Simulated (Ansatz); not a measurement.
Task: a single point in a Gaussian basis of C3H6GeOSi, SMILES O=C[SiH2]C#[C][GeH3], with Ansatz 0.2.0, Python API. Give the script and its output. Level of theory: PBE, def2-SVP basis, multiplicity 1, D4 dispersion.

```json
{"atom": "O", "x (Å)": "-3.5563", "y (Å)": "1.0972", "z (Å)": "-0.4895"}
{"atom": "C", "x (Å)": "-2.7438", "y (Å)": "0.6599", "z (Å)": "0.3078"}
{"atom": "Si", "x (Å)": "-1.7514", "y (Å)": "-0.8336", "z (Å)": "-0.1128"}
{"atom": "C", "x (Å)": "0.0127", "y (Å)": "-0.4075", "z (Å)": "-0.0936"}
{"atom": "C", "x (Å)": "1.1835", "y (Å)": "-0.1234", "z (Å)": "-0.0806"}
{"atom": "Ge", "x (Å)": "3.0231", "y (Å)": "0.3236", "z (Å)": "-0.0599"}
{"atom": "H", "x (Å)": "-2.6042", "y (Å)": "1.1510", "z (Å)": "1.2644"}
{"atom": "H", "x (Å)": "-2.0106", "y (Å)": "-1.8881", "z (Å)": "0.8784"}
{"atom": "H", "x (Å)": "-2.1236", "y (Å)": "-1.3150", "z (Å)": "-1.4515"}
{"atom": "H", "x (Å)": "3.8683", "y (Å)": "-0.9749", "z (Å)": "-0.0154"}
{"atom": "H", "x (Å)": "3.3726", "y (Å)": "1.1260", "z (Å)": "-1.3392"}
{"atom": "H", "x (Å)": "3.3298", "y (Å)": "1.1848", "z (Å)": "1.1919"}
```

The script, `energy_c3h6geosi.py`:
```python
'''Electronic structure of the C3H6GeOSi molecule.'''

from pathlib import Path

import ansatz as az
from ase import Atoms

atoms = Atoms(['O', 'C', 'Si', 'C', 'C', 'Ge', 'H', 'H', 'H', 'H', 'H', 'H'], positions=[
    (-3.5563, 1.0972, -0.4895),
    (-2.7438, 0.6599, 0.3078),
    (-1.7514, -0.8336, -0.1128),
    (0.0127, -0.4075, -0.0936),
    (1.1835, -0.1234, -0.0806),
    (3.0231, 0.3236, -0.0599),
    (-2.6042, 1.151, 1.2644),
    (-2.0106, -1.8881, 0.8784),
    (-2.1236, -1.315, -1.4515),
    (3.8683, -0.9749, -0.0154),
    (3.3726, 1.126, -1.3392),
    (3.3298, 1.1848, 1.1919),
])
c3h6geosi = az.Crystal.molecule_from_ase(atoms)

setup = c3h6geosi.calculation()
setup = setup.basis(gaussian='def2-SVP')
setup = setup.functional('pbe', dispersion='d4').orbitals()
result = setup.run(runs_dir='runs')
r = result.report

print(f'E = {r["free_energy_ev"]:.6f} eV = {r["free_energy_ev"] / 27.211386246:.7f} Ha')
print('converged:', r['converged'], ' doubts:', r['published_state_doubts'] or 'none')

state = r['mean_field']['state']
print(f'mean field: {state["energy"]["hartree"]:.7f} Ha, <S^2> = {abs(state["spin_squared"]):.4f}, stability: {state.get("stability", {}).get("kind")}')

lines = Path(r['orbitals_path']).read_text().splitlines()
field_of = lambda key: [line.split('=')[1].strip() for line in lines if line.startswith(key)]
orbitals = [(27.211386 * float(e), s, float(n)) for e, s, n in zip(field_of('Ene='), field_of('Spin='), field_of('Occup='))]
homo = max(e for e, _, n in orbitals if n > 0.5)
lumo = min(e for e, _, n in orbitals if n < 0.5)
print(f'HOMO {homo:.3f} eV, LUMO {lumo:.3f} eV, gap {lumo - homo:.3f} eV')
```

```console
$ python energy_c3h6geosi.py
E = -69616.498423 eV = -2558.3591293 Ha
converged: True  doubts: none
mean field: -2558.3491860 Ha, <S^2> = 0.0000, stability: minimum
HOMO -5.542 eV, LUMO -2.886 eV, gap 2.656 eV
```

Total energies depend on the basis set; only differences at equal settings carry meaning. The geometry is a force-field or estimated start, not a minimum of this method, and the basis set is short of its limit. Levels such as HOMO and LUMO are orbital energies: with these approximate functionals they aren't the ionisation energy and electron affinity, and their gap isn't the fundamental gap. The whole script took 4.5 s on 1 thread of Arm Neoverse V1 (shared host), peak memory 0.25 GiB.

(Lines on the test bed's own set-up are left out of the output.)
